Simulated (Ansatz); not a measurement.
What does this script print? It uses Ansatz 0.2.0 through its Python package.

`run_deck.py`
```python
"""Run C2H8OSi2 from an input written out key by key."""

import ansatz as az
import numpy as np

deck = {
    "crystal": {
        "periodic": [False, False, False],
        "atoms": [
            {"symbol": "C", "position_ang": [0.0429, 1.9798, -0.978]},
            {"symbol": "C", "position_ang": [0.0394, 0.7939, -1.5243]},
            {"symbol": "Si", "position_ang": [-0.7443, -0.7254, -0.848]},
            {"symbol": "O", "position_ang": [-0.5772, -0.7736, 0.8131]},
            {"symbol": "Si", "position_ang": [0.4609, -1.0522, 1.994]},
            {"symbol": "H", "position_ang": [0.4779, 2.8782, -1.486]},
            {"symbol": "H", "position_ang": [-0.4949, 2.2369, -0.0524]},
            {"symbol": "H", "position_ang": [0.6079, 0.6547, -2.4651]},
            {"symbol": "H", "position_ang": [-0.0025, -1.8894, -1.3465]},
            {"symbol": "H", "position_ang": [-2.1258, -0.7988, -1.2386]},
            {"symbol": "H", "position_ang": [-0.22, -0.9662, 3.354]},
            {"symbol": "H", "position_ang": [1.0802, -2.3826, 1.8654]},
            {"symbol": "H", "position_ang": [1.476, 0.0101, 1.9272]},
        ],
    },
    "basis": {"gaussian": {"orbitals": "def2-SVP"}},
    "hamiltonian": {"xc": "pbe"},
    "output": {"forces": True},
}
session = az.Session.from_dict(deck)
rep = session.plan(threads=1).execute().report

for key in ("converged", "free_energy_ev", "reference_energy_ev", "n_frozen", "n_occupied", "n_virtual"):
    print(f"{key:22s} {rep[key]}")
symbols = ["C", "C", "Si", "O", "Si", "H", "H", "H", "H", "H", "H", "H", "H"]
state = rep["mean_field"]["state"]
print(f"mean field: {state['energy']['hartree']:.7f} Ha, <S^2> = {abs(state['spin_squared']):.4f}, stability: {state.get('stability', {}).get('kind')}")

print("forces (eV/A)")
for symbol, f in zip(symbols, rep["forces_ev_ang"]):
    print(f"  {symbol:2s} {f[0]:9.4f} {f[1]:9.4f} {f[2]:9.4f}")
charges = rep["charge_distribution"]
print("dipole moment", round(4.803205 * float(np.linalg.norm(charges["dipole_moment_e_ang"])), 3), "D")
print("Mulliken:", [(s, round(q, 3)) for s, q in zip(symbols, charges["mulliken_charges_e"])])
```

```console
$ python run_deck.py
converged              True
free_energy_ev         -19985.628013888698
reference_energy_ev    -19985.628013888698
n_frozen               0
n_occupied             [28, 28]
n_virtual              [90, 90]
mean field: -734.4582828 Ha, <S^2> = 0.0000, stability: minimum
forces (eV/A)
  C    -0.1768    3.0872    0.5509
  C     0.5371   -1.8155   -1.3212
  Si    0.9306   -0.1117    0.5976
  O    -2.1265    0.3899   -1.5429
  Si    0.8756   -0.0411    2.1747
  H     0.0798   -0.4358    0.2414
  H    -0.0164   -0.1687    0.2324
  H    -0.0937    0.0663   -0.1077
  H     0.2526   -0.6091   -0.4404
  H    -1.2724   -0.1175   -0.1774
  H     0.0634   -0.0535   -0.2983
  H     0.3039   -0.5558   -0.0431
  H     0.6428    0.3651    0.1340
dipole moment 1.116 D
Mulliken: [('C', -0.038), ('C', -0.228), ('Si', 0.587), ('O', -0.473), ('Si', 0.469), ('H', 0.044), ('H', 0.042), ('H', 0.045), ('H', -0.099), ('H', -0.076), ('H', -0.091), ('H', -0.091), ('H', -0.092)]
```

Caveats:
- Total energies depend on the basis set; only differences at equal settings carry meaning.
- The geometry is a force-field or estimated start, not a minimum of this method, and the basis set is short of its limit.
- Finished in 3.9 s on 1 thread of Intel(R) Xeon(R) Platinum 8488C (Sapphire Rapids) (shared host), peak memory 0.21 GiB.

(Lines on the test bed's own set-up are left out of the output.)
